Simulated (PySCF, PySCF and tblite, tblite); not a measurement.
# C₂H₁₁B₄P: a scan of pyramidal angle, part 2 of 3

PySCF and tblite. Atoms count from 0. Earlier steps stand in the parts before.

## 7. Shieldings, coordinate held at 34.5: PBE0/pcSseg-1

The job: settings as JSON, then the geometry in Å.

```
{"job": {"kind": "nmr", "xc": "PBE0", "basis": "pcSseg-1", "every": 1, "pop": false}, "charge": 0, "multiplicity": 1}
B     -2.617148     1.159922    -0.344504
B     -2.680964     0.392386     1.093758
P     -1.281410    -0.630001     1.706126
B      0.335284     0.081252     1.233586
C      0.499737     0.674969    -0.224834
B      1.221469    -0.416417    -1.092655
C      2.789335    -0.477277    -1.202090
H     -2.390907     2.311880    -0.431071
H     -2.904299     0.643758    -1.361330
H     -3.627515     0.406510     1.793116
H     -1.346303    -0.718934     3.085616
H      1.252380     0.005035     1.960054
H     -0.485036     0.918726    -0.639991
H      1.090388     1.590336    -0.176212
H      0.579076    -1.217849    -1.661850
H      3.312491     0.205426    -0.537336
H      3.093268    -0.235317    -2.221241
H      3.165348    -1.482949    -1.018270
```

Output:

```text
coarse grid: 14960 points
cycle   1  E = -523.0227683139  dE =  3.973e-01  |g| = 4.399e-01  |ddm| = 3.649e+00
cycle   2  E = -523.0162851325  dE =  6.483e-03  |g| = 4.722e-01  |ddm| = 8.816e-01
cycle   3  E = -523.0790312047  dE = -6.275e-02  |g| = 4.245e-02  |ddm| = 5.298e-01
cycle   4  E = -523.0794774523  dE = -4.462e-04  |g| = 2.333e-02  |ddm| = 8.459e-02
cycle   5  E = -523.0796344322  dE = -1.570e-04  |g| = 4.501e-03  |ddm| = 2.968e-02
cycle   6  E = -523.0796401389  dE = -5.707e-06  |g| = 1.416e-03  |ddm| = 6.944e-03
final grid: 138272 points
cycle   7  E = -523.1147141384  dE = -4.717e-05  |g| = 8.211e-03  |ddm| = 3.291e-02
cycle   8  E = -523.1147075541  dE =  6.584e-06  |g| = 9.478e-03  |ddm| = 1.744e-02
cycle   9  E = -523.1147335513  dE = -2.600e-05  |g| = 5.898e-04  |ddm| = 1.049e-02
cycle  10  E = -523.1147336658  dE = -1.145e-07  |g| = 1.893e-04  |ddm| = 1.153e-03
cycle  11  E = -523.1147336752  dE = -9.419e-09  |g| = 4.380e-05  |ddm| = 2.245e-04
cycle  12  E = -523.1147336757  dE = -5.416e-10  |g| = 9.854e-06  |ddm| = 5.428e-05
converged SCF energy = -523.1147336757

GIAO shielding tensors (ppm)
atom      isotropic    diamagn.    paramagn.     s11        s22        s33       span
  0 B        1.847     192.995    -191.149   -117.882    -12.637    136.059    253.941
  1 B       10.726     201.104    -190.378    -97.594     -5.188    134.961    232.554
  2 P      346.370     972.010    -625.639    158.172    418.752    462.186    304.013
  3 B       22.773     197.768    -174.995    -56.355     -5.124    129.798    186.153
  4 C      126.799     258.475    -131.676     62.028    150.442    167.927    105.899
  5 B       14.990     192.147    -177.157    -56.534    -19.468    120.971    177.505
  6 C      169.385     251.821     -82.436    144.946    178.785    184.423     39.477
  7 H       21.916      29.539      -7.624     10.012     24.576     31.159     21.147
  8 H       21.910      29.482      -7.572     10.606     24.992     30.132     19.525
  9 H       21.851      29.127      -7.275     12.348     25.320     27.887     15.539
 10 H       26.442      30.974      -4.532     22.514     24.562     32.248      9.734
 11 H       23.770      31.399      -7.629     17.450     26.042     27.818     10.368
 12 H       30.518      36.806      -6.288     27.707     30.762     33.085      5.378
 13 H       28.542      33.246      -4.704     25.096     29.279     31.250      6.154
 14 H       24.319      31.411      -7.092     18.244     26.614     28.099      9.855
 15 H       30.356      31.233      -0.877     27.321     29.871     33.876      6.555
 16 H       30.757      28.203       2.554     27.149     28.620     36.501      9.352
 17 H       30.596      29.181       1.415     27.290     28.369     36.128      8.838
```

Run time: 23 s. Hardware: 1 thread of Intel Xeon Platinum 8488C, shared host; peak memory 0.82 GiB.

In short: HOMO -7.47 eV, LUMO -2.25 eV; dipole 0.94 D.

## 8. Shieldings, coordinate held at -18.8: PBE0/pcSseg-1

The job: settings as JSON, then the geometry in Å.

```
{"job": {"kind": "nmr", "xc": "PBE0", "basis": "pcSseg-1", "every": 1, "pop": false}, "charge": 0, "multiplicity": 1}
B     -2.534665     1.027907    -0.477758
B     -2.672282     0.289653     0.973052
P     -1.236219     0.098805     2.070173
B      0.438166     0.153802     1.391392
C      0.629184     0.828413    -0.032936
B      1.105893    -0.284435    -1.029647
C      2.634301    -0.536389    -1.306636
H     -2.617984     2.193784    -0.616025
H     -2.450043     0.424086    -1.483311
H     -3.693293    -0.115156     1.395906
H     -1.404818    -0.733017     3.159432
H      1.354694    -0.243936     2.003394
H     -0.326752     1.259598    -0.357116
H      1.367328     1.628876     0.043228
H      0.311530    -0.963778    -1.565409
H      3.306179     0.023695    -0.660855
H      2.867839    -0.262234    -2.336220
H      2.887609    -1.592256    -1.222341
```

Output:

```text
coarse grid: 14960 points
cycle   1  E = -523.0231383675  dE =  4.190e-01  |g| = 4.439e-01  |ddm| = 3.645e+00
cycle   2  E = -523.0148064116  dE =  8.332e-03  |g| = 4.828e-01  |ddm| = 9.168e-01
cycle   3  E = -523.0808417063  dE = -6.604e-02  |g| = 4.286e-02  |ddm| = 5.467e-01
cycle   4  E = -523.0812912781  dE = -4.496e-04  |g| = 2.362e-02  |ddm| = 8.074e-02
cycle   5  E = -523.0814493261  dE = -1.580e-04  |g| = 4.542e-03  |ddm| = 2.831e-02
cycle   6  E = -523.0814548110  dE = -5.485e-06  |g| = 1.744e-03  |ddm| = 6.821e-03
final grid: 138272 points
cycle   7  E = -523.1156759164  dE = -4.626e-05  |g| = 8.243e-03  |ddm| = 3.205e-02
cycle   8  E = -523.1156677851  dE =  8.131e-06  |g| = 9.772e-03  |ddm| = 1.815e-02
cycle   9  E = -523.1156959993  dE = -2.821e-05  |g| = 5.822e-04  |ddm| = 1.085e-02
cycle  10  E = -523.1156961060  dE = -1.066e-07  |g| = 2.024e-04  |ddm| = 1.005e-03
cycle  11  E = -523.1156961179  dE = -1.192e-08  |g| = 5.404e-05  |ddm| = 2.729e-04
cycle  12  E = -523.1156961188  dE = -8.915e-10  |g| = 2.252e-05  |ddm| = 1.012e-04
converged SCF energy = -523.1156961188

GIAO shielding tensors (ppm)
atom      isotropic    diamagn.    paramagn.     s11        s22        s33       span
  0 B        1.380     193.962    -192.581   -113.487    -18.177    135.804    249.291
  1 B       19.966     200.250    -180.283    -82.852      3.178    139.574    222.426
  2 P      340.232     972.506    -632.274    185.796    377.188    457.712    271.916
  3 B       31.239     195.995    -164.756    -40.324     -0.785    134.825    175.149
  4 C      129.047     258.621    -129.573     70.674    137.416    179.052    108.378
  5 B       13.393     192.582    -179.189    -61.609    -19.464    121.253    182.863
  6 C      168.945     252.080     -83.135    144.352    177.781    184.702     40.350
  7 H       21.908      29.716      -7.808     10.656     24.927     30.141     19.485
  8 H       21.952      30.224      -8.272     10.766     24.493     30.597     19.831
  9 H       22.160      28.978      -6.818     13.577     25.172     27.731     14.154
 10 H       26.139      31.147      -5.007     22.213     23.720     32.485     10.272
 11 H       24.206      30.837      -6.630     18.882     26.038     27.700      8.818
 12 H       30.809      36.948      -6.139     29.124     30.974     32.330      3.206
 13 H       28.845      32.698      -3.854     25.260     28.913     32.360      7.100
 14 H       24.319      32.065      -7.746     17.984     26.548     28.426     10.442
 15 H       30.295      31.099      -0.804     27.297     29.759     33.829      6.532
 16 H       30.697      28.570       2.127     27.187     28.534     36.370      9.184
 17 H       30.532      29.671       0.861     27.175     28.380     36.041      8.867
```

Run time: 23 s. Hardware: 1 thread of Intel Xeon Platinum 8488C, shared host; peak memory 0.82 GiB.

Key values: HOMO -7.36 eV, LUMO -2.13 eV; dipole 0.76 D.

## 9. Shieldings, coordinate held at 18.9: PBE0/pcSseg-1

The job: settings as JSON, then the geometry in Å.

```
{"job": {"kind": "nmr", "xc": "PBE0", "basis": "pcSseg-1", "every": 1, "pop": false}, "charge": 0, "multiplicity": 1}
B     -2.622257     1.158599    -0.363520
B     -2.715924     0.400525     1.083224
P     -1.258217    -0.391653     1.823711
B      0.394594     0.060947     1.252295
C      0.510902     0.671539    -0.209010
B      1.214007    -0.409220    -1.099634
C      2.782748    -0.473473    -1.216127
H     -2.461202     2.322018    -0.448645
H     -2.834700     0.625839    -1.390505
H     -3.713039     0.314682     1.702504
H     -1.358166    -0.729485     3.158537
H      1.347364    -0.141999     1.902847
H     -0.490378     0.924944    -0.582678
H      1.101367     1.587935    -0.160836
H      0.564992    -1.208413    -1.665797
H      3.309199     0.209894    -0.554148
H      3.085774    -0.237062    -2.236823
H      3.155139    -1.479217    -1.025198
```

Output:

```text
coarse grid: 14960 points
cycle   1  E = -523.0232870427  dE =  4.227e-01  |g| = 4.421e-01  |ddm| = 3.653e+00
cycle   2  E = -523.0159830774  dE =  7.304e-03  |g| = 4.779e-01  |ddm| = 8.965e-01
cycle   3  E = -523.0805700098  dE = -6.459e-02  |g| = 4.261e-02  |ddm| = 5.304e-01
cycle   4  E = -523.0809995495  dE = -4.295e-04  |g| = 2.416e-02  |ddm| = 8.018e-02
cycle   5  E = -523.0811687742  dE = -1.692e-04  |g| = 4.970e-03  |ddm| = 2.955e-02
cycle   6  E = -523.0811757543  dE = -6.980e-06  |g| = 1.805e-03  |ddm| = 7.834e-03
final grid: 138272 points
cycle   7  E = -523.1157397921  dE = -4.612e-05  |g| = 8.379e-03  |ddm| = 3.312e-02
cycle   8  E = -523.1157321369  dE =  7.655e-06  |g| = 9.790e-03  |ddm| = 1.822e-02
cycle   9  E = -523.1157605014  dE = -2.836e-05  |g| = 5.931e-04  |ddm| = 1.083e-02
cycle  10  E = -523.1157606135  dE = -1.121e-07  |g| = 1.959e-04  |ddm| = 1.016e-03
cycle  11  E = -523.1157606245  dE = -1.092e-08  |g| = 5.407e-05  |ddm| = 2.670e-04
cycle  12  E = -523.1157606254  dE = -9.023e-10  |g| = 2.171e-05  |ddm| = 9.635e-05
converged SCF energy = -523.1157606254

GIAO shielding tensors (ppm)
atom      isotropic    diamagn.    paramagn.     s11        s22        s33       span
  0 B        2.788     193.411    -190.623   -112.281    -15.105    135.750    248.032
  1 B       19.739     200.214    -180.475    -82.090      1.772    139.536    221.625
  2 P      338.114     972.701    -634.587    172.870    383.108    458.363    285.493
  3 B       31.007     197.100    -166.093    -40.780      0.262    133.538    174.317
  4 C      127.897     258.608    -130.711     69.896    146.195    167.600     97.704
  5 B       14.824     192.179    -177.355    -57.644    -19.244    121.361    179.005
  6 C      169.461     251.827     -82.366    145.340    179.068    183.977     38.637
  7 H       22.018      29.628      -7.610     10.584     24.647     30.823     20.239
  8 H       22.034      29.773      -7.739     11.110     24.804     30.187     19.077
  9 H       22.237      28.818      -6.582     13.772     25.144     27.794     14.022
 10 H       26.095      30.876      -4.781     22.164     23.725     32.396     10.232
 11 H       24.172      31.215      -7.043     18.699     26.030     27.787      9.088
 12 H       31.001      37.366      -6.365     28.914     31.161     32.929      4.015
 13 H       28.836      33.165      -4.329     24.956     29.468     32.084      7.128
 14 H       24.364      31.501      -7.137     18.327     26.627     28.138      9.811
 15 H       30.307      31.234      -0.927     27.359     29.854     33.708      6.348
 16 H       30.716      28.259       2.457     27.147     28.514     36.488      9.341
 17 H       30.569      29.243       1.325     27.223     28.333     36.149      8.926
```

Run time: 24 s. Hardware: 1 thread of Intel Xeon Platinum 8488C, shared host; peak memory 0.82 GiB.

In short: HOMO -7.33 eV, LUMO -2.24 eV; dipole 0.90 D.

## 10. Shieldings, coordinate held at -26.7: PBE0/pcSseg-1

The job: settings as JSON, then the geometry in Å.

```
{"job": {"kind": "nmr", "xc": "PBE0", "basis": "pcSseg-1", "every": 1, "pop": false}, "charge": 0, "multiplicity": 1}
B     -2.529847     1.027311    -0.474487
B     -2.649239     0.281023     0.971747
P     -1.236041     0.207988     2.125513
B      0.421111     0.156600     1.385657
C      0.626092     0.834150    -0.033663
B      1.095471    -0.283808    -1.028930
C      2.624146    -0.540018    -1.302189
H     -2.662007     2.189126    -0.609891
H     -2.402389     0.433282    -1.481206
H     -3.649401    -0.188285     1.376405
H     -1.392280    -0.722943     3.135109
H      1.328308    -0.297953     1.972172
H     -0.318458     1.286360    -0.361914
H      1.381066     1.618037     0.053775
H      0.298121    -0.961701    -1.562323
H      3.293690     0.016191    -0.650316
H      2.861606    -0.258686    -2.329199
H      2.876259    -1.596592    -1.222316
```

Output:

```text
coarse grid: 14960 points
cycle   1  E = -523.0229216570  dE =  4.084e-01  |g| = 4.432e-01  |ddm| = 3.643e+00
cycle   2  E = -523.0145291715  dE =  8.392e-03  |g| = 4.819e-01  |ddm| = 9.170e-01
cycle   3  E = -523.0802746853  dE = -6.575e-02  |g| = 4.328e-02  |ddm| = 5.550e-01
cycle   4  E = -523.0807434860  dE = -4.688e-04  |g| = 2.351e-02  |ddm| = 8.367e-02
cycle   5  E = -523.0808997059  dE = -1.562e-04  |g| = 4.323e-03  |ddm| = 2.863e-02
cycle   6  E = -523.0809046859  dE = -4.980e-06  |g| = 1.557e-03  |ddm| = 6.357e-03
final grid: 138272 points
cycle   7  E = -523.1152689799  dE = -4.793e-05  |g| = 8.140e-03  |ddm| = 3.199e-02
cycle   8  E = -523.1152613820  dE =  7.598e-06  |g| = 9.612e-03  |ddm| = 1.785e-02
cycle   9  E = -523.1152883110  dE = -2.693e-05  |g| = 5.681e-04  |ddm| = 1.073e-02
cycle  10  E = -523.1152884153  dE = -1.043e-07  |g| = 1.920e-04  |ddm| = 1.065e-03
cycle  11  E = -523.1152884254  dE = -1.008e-08  |g| = 4.558e-05  |ddm| = 2.324e-04
cycle  12  E = -523.1152884260  dE = -6.092e-10  |g| = 1.468e-05  |ddm| = 7.787e-05
converged SCF energy = -523.1152884260

GIAO shielding tensors (ppm)
atom      isotropic    diamagn.    paramagn.     s11        s22        s33       span
  0 B        1.402     193.882    -192.481   -114.451    -17.299    135.955    250.406
  1 B       15.941     200.516    -184.574    -89.887     -0.040    137.751    227.638
  2 P      344.636     972.260    -627.623    186.043    389.324    458.542    272.498
  3 B       27.785     195.936    -168.151    -47.587     -3.548    134.489    182.076
  4 C      128.110     258.490    -130.379     70.133    135.655    178.542    108.409
  5 B       13.196     192.647    -179.451    -61.876    -20.264    121.729    183.605
  6 C      168.833     252.141     -83.308    144.629    177.273    184.597     39.967
  7 H       21.893      29.680      -7.787     10.655     24.998     30.027     19.372
  8 H       21.903      30.205      -8.302     10.597     24.421     30.691     20.094
  9 H       21.962      29.122      -7.160     12.876     25.268     27.741     14.865
 10 H       26.303      31.331      -5.028     22.351     24.089     32.468     10.117
 11 H       24.066      30.888      -6.823     18.255     26.097     27.846      9.591
 12 H       30.648      36.699      -6.051     29.200     30.705     32.038      2.838
 13 H       28.841      32.672      -3.831     25.228     29.016     32.280      7.052
 14 H       24.277      32.038      -7.761     17.937     26.563     28.331     10.394
 15 H       30.268      31.137      -0.869     27.305     29.704     33.795      6.490
 16 H       30.675      28.573       2.102     27.154     28.535     36.336      9.182
 17 H       30.489      29.691       0.798     27.105     28.357     36.005      8.900
```

Run time: 24 s. Hardware: 1 thread of Intel Xeon Platinum 8488C, shared host; peak memory 0.82 GiB.

Key values: HOMO -7.44 eV, LUMO -2.09 eV; dipole 0.77 D.

[end of part 2 of 3]
